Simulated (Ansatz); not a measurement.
# BH4NO2: a dynamics run in two tries

Wanted: a short trajectory, and a check that the input is sound. SMILES of the start: NB(O)O.

All numbers below are computed with Ansatz 0.2.0 (RKS r2SCAN-D4/cc-pVDZ).

### Step 1. The structure to begin with

Bond lengths: B1–O2 1.387 Å, O2–H3 0.964 Å, B1–N4 1.410 Å, N4–H5 1.009 Å, N4–H6 1.009 Å, B1–O7 1.387 Å, O7–H8 0.964 Å. Angles: B1–O2–H3 112.9°, O2–B1–N4 117.8°, O2–B1–O7 124.4°, N4–B1–O7 117.8°, B1–N4–H5 122.4°, B1–N4–H6 122.3°, H5–N4–H6 115.3°, B1–O7–H8 112.9°.

As a file:

```xyz
8

B     0.0476   -0.1520   -0.0660
O    -0.0429    0.2667    1.2534
H    -0.9192    0.1296    1.6309
N     1.2821    0.0149   -0.7257
H     1.4270   -0.2736   -1.6818
H     2.0869    0.4197   -0.2709
O    -0.9957   -0.7232   -0.7798
H    -1.8024   -0.8102   -0.2595
```

### Step 2. The run

Input file input.yaml:

```yaml
crystal:
  periodic: [false, false, false]
  atoms:
    - { symbol: B, position_ang: [0.047573, -0.152044, -0.065964] }
    - { symbol: O, position_ang: [-0.042858, 0.266704, 1.253434] }
    - { symbol: H, position_ang: [-0.919181, 0.129556, 1.630862] }
    - { symbol: "N", position_ang: [1.282121, 0.014936, -0.725715] }
    - { symbol: H, position_ang: [1.427022, -0.273584, -1.681822] }
    - { symbol: H, position_ang: [2.086932, 0.419698, -0.270899] }
    - { symbol: O, position_ang: [-0.995664, -0.723211, -0.77981] }
    - { symbol: H, position_ang: [-1.802443, -0.810155, -0.259485] }
basis:
  gaussian: { orbitals: cc-pVDZ }
hamiltonian:
  xc: r2scan
  dispersion: d4
md:
  timestep: 0.5
  n_steps: 25
  ensemble: nve
  temperature: 700.0
  initial_velocities: maxwell_boltzmann
  seed: 116998
  friction: 0.05
  temperature_schedule: [{ n_steps: 10, end_temperature: 100.0 }]
```

The run is started by

```sh
ansatz run input.yaml --threads 1 --pin off --max-ram 2048MiB --backend cpu --events-out ev --progress --plain --runs-dir out
```

**Question.** What will these runs give? Wanted: first try.

As calculated:

| quantity | value |
| --- | --- |
| first try | refused |
| cause | a temperature schedule needs a thermostat, and a run at constant energy has none |

The fault in the first input was caught at the input check and cost nothing.
